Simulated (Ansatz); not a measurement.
**F2H7NSi3: a dynamics run in two tries**

The task is a short trajectory. SMILES of the start: N[SiH]([SiH3])[SiH](F)F.

All numbers below are computed with Ansatz 0.2.0 (RKS PBE-D4/STO-3G).

**1. The system as given**

Bond lengths: N1–Si2 1.844 Å, Si2–Si3 2.244 Å, Si2–Si4 2.293 Å, Si4–F5 1.655 Å, Si4–F6 1.676 Å, N1–H7 1.095 Å, N1–H8 1.035 Å, Si2–H9 1.479 Å, Si3–H10 1.443 Å, Si3–H11 1.483 Å, Si3–H12 1.432 Å, Si4–H13 1.482 Å. Angles (14 of 21 angles, heavy atoms first): N1–Si2–Si3 112.5°, N1–Si2–Si4 116.0°, Si3–Si2–Si4 110.2°, Si2–Si4–F5 110.6°, Si2–Si4–F6 115.9°, F5–Si4–F6 101.4°, N1–Si2–H9 101.7°, Si3–Si2–H9 110.1°, Si4–Si2–H9 105.7°, Si2–N1–H7 100.9°, Si2–N1–H8 103.5°, Si2–Si3–H10 111.3°, Si2–Si3–H11 108.6°, Si2–Si3–H12 110.5°.

Structure file:

```xyz
13

N    -0.7111   -1.3845    1.5331
Si    0.2029   -0.0811    0.6020
Si    1.5550   -0.9360   -0.9714
Si   -1.0759    1.6031   -0.2836
F    -1.7363    1.1342   -1.7271
F    -2.4464    2.0172    0.5883
H    -1.6118   -1.4856    0.9182
H    -1.0660   -0.8831    2.3658
H     1.0042    0.5464    1.6749
H     2.5864    0.0024   -1.3410
H     0.7499   -1.2233   -2.1827
H     2.1844   -2.1312   -0.4951
H    -0.2845    2.8418   -0.4716
```

**2. First try**

Input file input.yaml:

```yaml
crystal:
  periodic: [false, false, false]
  atoms:
    - { symbol: "N", position_ang: [-0.711123, -1.384491, 1.533074] }
    - { symbol: Si, position_ang: [0.202871, -0.081136, 0.601968] }
    - { symbol: Si, position_ang: [1.555007, -0.936021, -0.971365] }
    - { symbol: Si, position_ang: [-1.075935, 1.603082, -0.283615] }
    - { symbol: F, position_ang: [-1.736261, 1.134245, -1.72714] }
    - { symbol: F, position_ang: [-2.446425, 2.017206, 0.588305] }
    - { symbol: H, position_ang: [-1.611768, -1.485585, 0.91819] }
    - { symbol: H, position_ang: [-1.066049, -0.883059, 2.365836] }
    - { symbol: H, position_ang: [1.004236, 0.546432, 1.674947] }
    - { symbol: H, position_ang: [2.586418, 0.002403, -1.340986] }
    - { symbol: H, position_ang: [0.749881, -1.223262, -2.182689] }
    - { symbol: H, position_ang: [2.184351, -2.131234, -0.495093] }
    - { symbol: H, position_ang: [-0.284547, 2.841844, -0.471576] }
basis:
  gaussian: { orbitals: STO-3G }
hamiltonian:
  xc: pbe
  dispersion: d4
md:
  timestep: 1.0
  n_steps: 25
  ensemble: nve
  temperature: 300.0
  initial_velocities: maxwell_boltzmann
  seed: 986859
  friction: 0.01
scf:
  lower_state_search: "off"
```

On the command line:

```console
$ ansatz run input.yaml --threads 1 --pin off --max-ram 2048MiB --backend cpu --events-out ev --progress --plain --runs-dir out
```

What does the calculation give? Wanted: first try.

The runs gave:

| quantity | value |
| --- | --- |
| first try | refused |
| cause | friction belongs to the Langevin ensembles, and this run is at constant energy |

**Reading.** The fault in the first input was caught at the input check and cost nothing.
